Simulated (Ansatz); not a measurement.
**CH₅GeNO₂: up Jacob's ladder to CCSD(T)**

The task here is to estimate one member of a computed series from the others.

The runs use Ansatz 0.2.0, Gaussian basis; functionals in def2-TZVPP, the program's frozen cores in correlated methods.

Plan: LDA (SPW92), PBE-D4, revPBE-D4, BLYP-D4, r2SCAN-D4, B97M-V, PBE0-D4, B3LYP-D4, r2SCANh-D4, r2SCAN0-D4, HSE06-D4, BHLYP-D4, CAM-B3LYP-D4, LC-ωPBE, ωB97X-V, ωB97M-V, B2PLYP, PBE-QIDH; CCSD(T)/def2-SVP; CCSD(T)/def2-TZVPP; MP2/def2-QZVPP; extrapolation to the limit; RPA on PBE.

## The relaxed structure

The geometry comes from an earlier relaxation with PBE0-D4 in a triple-zeta def2 set; it is a stationary point, not always the lowest conformer.

SMILES `N[C](=O)[GeH2][OH]`, 10 atoms, charge 0, spin multiplicity 1.

Atoms are counted from 1 here; the program's logs count them from 0.

Bond lengths: N1–C2 1.347 Å, N1–H6 1.004 Å, N1–H7 1.009 Å, C2–O3 1.217 Å, C2–Ge4 2.006 Å, Ge4–O5 1.767 Å, Ge4–H8 1.540 Å, Ge4–H9 1.540 Å, O5–H10 0.968 Å. Angles: C2–N1–H6 121.8°, C2–N1–H7 119.2°, H6–N1–H7 119.0°, N1–C2–O3 123.1°, N1–C2–Ge4 121.2°, O3–C2–Ge4 115.7°, C2–Ge4–O5 100.0°, C2–Ge4–H8 112.6°, C2–Ge4–H9 112.7°, O5–Ge4–H8 110.4°, O5–Ge4–H9 110.4°, H8–Ge4–H9 110.4°, Ge4–O5–H10 106.3°.

The first run:

in.yaml

```yaml
crystal:
  periodic: [false, false, false]
  atoms:
    - {symbol: N, position_ang: [1.815762, -0.127962, 0.297055]}
    - {symbol: C, position_ang: [0.670446, -0.071972, -0.408940]}
    - {symbol: O, position_ang: [0.636463, -0.120125, -1.624427]}
    - {symbol: Ge, position_ang: [-1.106993, 0.098606, 0.506104]}
    - {symbol: O, position_ang: [-2.175352, 0.123399, -0.901678]}
    - {symbol: H, position_ang: [1.821996, -0.086122, 1.299707]}
    - {symbol: H, position_ang: [2.693137, -0.213682, -0.193746]}
    - {symbol: H, position_ang: [-1.429622, -1.110081, 1.403381]}
    - {symbol: H, position_ang: [-1.239995, 1.408766, 1.303529]}
    - {symbol: H, position_ang: [-1.602641, 0.047873, -1.678184]}
basis:
  gaussian: {orbitals: def2-TZVPP}
hamiltonian: {xc: lda}
output: {orbitals: {seedname: orbitals}}
```

The run is started by

```sh
> ansatz run in.yaml --threads 4 --pin off --events-out ev --progress --plain --max-ram 10444MiB
```

Among the steps run: LDA; PBE-D4 (GGA); revPBE-D4 (GGA); BLYP-D4 (GGA); r2SCAN-D4 (meta-GGA); B97M-V (meta-GGA); PBE0-D4 (hybrid); B3LYP-D4 (hybrid); r2SCANh-D4 (hybrid); r2SCAN0-D4 (hybrid); HSE06-D4 (hybrid); BHLYP-D4 (hybrid); CAM-B3LYP-D4 (range-separated); LC-ωPBE (range-separated); ωB97X-V (range-separated); ωB97M-V (range-separated); B2PLYP (double hybrid); PBE-QIDH (double hybrid).

One table of the session follows, with a row left open; its other results are not shown here.

It belongs to the step «Orbital energies across the functionals». 

```
  functional  HOMO (eV)  gap (eV)
 LDA (SPW92)          ?         ?
      PBE-D4      -6.01      4.72
   revPBE-D4      -5.93      4.74
     BLYP-D4      -5.92      4.74
   r2SCAN-D4      -6.28      5.18
      B97M-V      -6.39      5.37
     PBE0-D4      -7.43      7.18
    B3LYP-D4      -7.22      6.71
  r2SCANh-D4      -6.82      6.10
  r2SCAN0-D4      -7.63      7.49
    HSE06-D4      -7.03      6.39
    BHLYP-D4      -8.84      9.60
CAM-B3LYP-D4      -8.84      9.76
     LC-ωPBE     -10.10     12.25
     ωB97X-V      -9.79     11.80
     ωB97M-V      -9.71     11.38
```

Estimate the missing values for LDA (SPW92).

As computed: HOMO (eV): -6.22; gap (eV): 4.66. In the column «HOMO (eV)» it lies between r2SCAN-D4 (-6.28) and PBE-D4 (-6.01).
